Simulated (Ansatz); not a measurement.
**AlGe (sextet): the correlation ladder, aug-cc-pVDZ**

How much of the correlation energy of AlGe (sextet) does each wave-function method recover here?

Computed with Ansatz 0.2.0, Gaussian basis. Level: aug-cc-pVDZ, core rule «outside noble gas», up to 19 orbitals frozen.

To be run: UHF; CCSD(T) on ROHF; CCSD(T) on UHF; BCCD(T) on ROHF; CISD; CCSDT(Q) on ROHF; CCSDT(Q) on UHF; CISDTQ; CCSDTQ on ROHF; CCSDTQ on UHF; CASSCF and MRCISD+Q, 7 electrons in 8 orbitals; CASSCF and MRCISD+Q(relaxed), 7 electrons in 8 orbitals; CASSCF and NEVPT2, 7 electrons in 8 orbitals.

4 further runs of the same task are left out: 1 that didn't finish, 3 set aside as unsound or not needed.

**1. The system**

The geometry is a PBE0/def2-TZVP stationary point (not a proven minimum) of the parent state, kept for this charge and spin. No spin-orbit coupling is included. The filled d shell of Ge may be among the frozen orbitals whatever the setting's name suggests; the logs give the count.

2 atoms, charge 0, spin multiplicity 6.

Atoms are counted from 1 here; the program's logs count them from 0.

Bond lengths: Ge1–Al2 2.467 Å.

As a file:

```
Ge    0.00000    0.00000    0.00000
Al    0.00000    0.00000    2.46694
```

**2. UHF**

File in.yaml:

```yaml
crystal:
  periodic: [false, false, false]
  atoms:
    - {symbol: Ge, position_ang: [0.000000, 0.000000, 0.000000]}
    - {symbol: Al, position_ang: [0.000000, 0.000000, 2.466944]}
basis:
  gaussian: {orbitals: aug-cc-pVDZ}
magnetization: {spin_polarized: true, initial_magnetization: 5}
hamiltonian: {xc: hf}
output: {orbitals: {seedname: orbitals}}
```

The run is started by

```bash
ansatz run in.yaml --threads 1 --pin off --events-out ev --progress --plain --max-ram 3956MiB --backend cpu
```

Further steps of the session: CCSD(T) on ROHF; CCSD(T) on UHF; BCCD(T) on ROHF; CISD; CCSDT(Q) on ROHF; CCSDT(Q) on UHF; CISDTQ; CCSDTQ on ROHF; CCSDTQ on UHF; CASSCF and MRCISD+Q, 7 electrons in 8 orbitals; CASSCF and MRCISD+Q(relaxed), 7 electrons in 8 orbitals; CASSCF and NEVPT2, 7 electrons in 8 orbitals.

**Question.** What will the summary of the whole plan be? Wanted: UCCSDTQ below the RHF energy; RMP2 from UCCSDTQ; UMP2 from UCCSDTQ; RCCSD from UCCSDTQ; RCCSD(T) from UCCSDTQ; UCCSD(T) from UCCSDTQ; RCCSDT(Q) from UCCSDTQ; UCCSDT(Q) from UCCSDTQ; NEVPT2 valence from UCCSDTQ.

**Answer**, as computed:

| quantity | value |
| --- | --- |
| UCCSDTQ below the RHF energy | -2.5108 eV |
| RMP2 from UCCSDTQ | +15.42 kcal/mol |
| UMP2 from UCCSDTQ | +15.22 kcal/mol |
| RCCSD from UCCSDTQ | +3.32 kcal/mol |
| RCCSD(T) from UCCSDTQ | +1.16 kcal/mol |
| UCCSD(T) from UCCSDTQ | +0.78 kcal/mol |
| RCCSDT(Q) from UCCSDTQ | +0.41 kcal/mol |
| UCCSDT(Q) from UCCSDTQ | +0.02 kcal/mol |
| NEVPT2 valence from UCCSDTQ | +12.91 kcal/mol |
| MRCISD+Q valence from UCCSDTQ | +0.44 kcal/mol |
| MRCISD+Q(relaxed) valence from UCCSDTQ | -0.04 kcal/mol |
| levels within 1 kcal/mol (43 meV) | UCCSD(T), RCCSDT, UCCSDT, CISDTQ, RCCSDT(Q), UCCSDT(Q), RCCSDTQ, MRCISD+Q valence, MRCISD+Q(relaxed) valence |
| T1 diagnostic | 0.030 |
| effectively unpaired electrons | 5.01 |

**Reading.** RCCSD(T) lands +1.16 kcal/mol from the yardstick (2.0 % of the correlation energy). One determinant dominates. Of the multireference levels listed MRCISD+Q(relaxed) valence comes nearest in total energy (-0.04 kcal/mol), which doesn't show that its space is the better one. These misses are within one basis, not against nature; the frozen cores of restricted and unrestricted runs differ, which can shift their rows.
